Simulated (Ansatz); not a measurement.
# FePt3: the cost of one run

Method: DFT PBE, scalar-relativistic, plane waves, PAW, in Ansatz 0.2.0.

## Step 1: The structure to begin with

Symmetry: P-6m2, No. 187, hexagonal system. Conventional cell: a = 2.796 Å, b = 2.796 Å, c = 8.806 Å, α = 90.00°, β = 90.00°, γ = 120.00°. Around Fe (site symmetry -6m2) lie 6 Pt at 2.73 Å and 6 Fe at 2.80 Å. Pt (site symmetry 3m) is surrounded by 3 Fe at 2.73 Å and 9 Pt at 2.73 to 2.80 Å. Pt (site symmetry -6m2) is surrounded by 12 Pt at 2.73 to 2.80 Å.

Coordinates:

```
CELL_PARAMETERS angstrom
2.79630 0.00000 0.00000
-1.39815 2.42167 0.00000
0.00000 0.00000 8.80637
ATOMIC_POSITIONS crystal
Fe 0.66667 0.33333 0.50000
Pt 0.33333 0.66667 0.75000
Pt 0.33333 0.66667 0.25000
Pt 0.66667 0.33333 0.00000
```

The start is an ordering of an alloy on its end members' structure types: elements ordered on the sites of the Er type, Fe/Pt on Er (P-6m2, No. 187).

## Step 2: A first look at the guess

input.yaml reads:

```yaml
crystal:
  lattice:
    - [2.79629801, 0.0, 0.0]
    - [-1.39814901, 2.42166511, 0.0]
    - [0.0, 0.0, 8.80636984]
  atoms:
    - { symbol: Fe, position: [0.66666667, 0.33333333, 0.5], spin: 4.0 }
    - { symbol: Pt, position: [0.33333333, 0.66666667, 0.75] }
    - { symbol: Pt, position: [0.33333333, 0.66666667, 0.25] }
    - { symbol: Pt, position: [0.66666667, 0.33333333, 0.0] }
basis:
  ecutwfc: 420
kpoints:
  mp_grid: { grid: [6, 6, 2] }
hamiltonian:
  xc: pbe
scf:
  occupations: { method: gaussian, width: 0.1 }
  lower_state_search: "off"
output:
  forces: true
  stress: true
  eigenvalues: true
  populations: true
magnetization:
  spin_polarized: true
```

On the command line:

```sh
> ansatz run input.yaml --threads 1 --pin off --max-ram 2560MiB --backend cpu --events-out ev --progress --plain --runs-dir out
```

Q: Estimate wall time and peak memory on 1 thread of AMD EPYC 7R43 (Zen 3), shared host.

About 9.8 s, with a peak of 0.4 GiB.
